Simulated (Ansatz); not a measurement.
**NbO+ (triplet): from Hartree-Fock to the top rungs, def2-TZVPP**

The task here is to estimate one member of a computed series from the others.

The runs use Ansatz 0.2.0, Gaussian basis; def2-TZVPP, core rule «outside noble gas», up to 5 orbitals frozen.

The runs, in order: UHF; ROHF; CCSD(T) on UHF.

2 further runs of the same task are left out: 2 set aside as unsound or not needed.

## The system

The geometry is a PBE0/def2-TZVP stationary point (not a proven minimum) of the parent state, kept for this charge and spin. No spin-orbit coupling is included. Elements past krypton take def2 core potentials.

2 atoms, charge 1, spin multiplicity 3.

Atoms are counted from 1 here; the program's logs count them from 0.

Bond lengths: Nb1–O2 1.668 Å.

Geometry (Å):

```
Nb    0.0000    0.0000    0.0000
O     0.0000    0.0000    1.6678
```

The first run:

The input, in.yaml:

```yaml
crystal:
  periodic: [false, false, false]
  atoms:
    - {symbol: Nb, position_ang: [0.000000, 0.000000, 0.000000]}
    - {symbol: O, position_ang: [0.000000, 0.000000, 1.667800]}
basis:
  gaussian: {orbitals: def2-TZVPP}
total_charge: 1
magnetization: {spin_polarized: true, initial_magnetization: 2}
hamiltonian: {xc: hf}
output: {orbitals: {seedname: orbitals}}
```

Command:

```sh
$ ansatz run in.yaml --threads 1 --pin off --events-out ev --progress --plain --max-ram 4096MiB --backend cpu
```

Among the steps run: UHF; ROHF; CCSD(T) on UHF.

One of the session's tables, all rows but one given; the rest of the session is left out.

```
  method  from UCCSD(T) (meV)
    ROHF             +10083.3
     UHF              +9857.2
    UMP2               +104.3
   UCCSD                    ?
UCCSD(T)                    0
```

Q: Estimate the row for UCCSD from the others.

**Answer.** from UCCSD(T) (meV): +640.0. In the column «from UCCSD(T) (meV)» it lies between UMP2 (+104.3) and UHF (+9857.2).
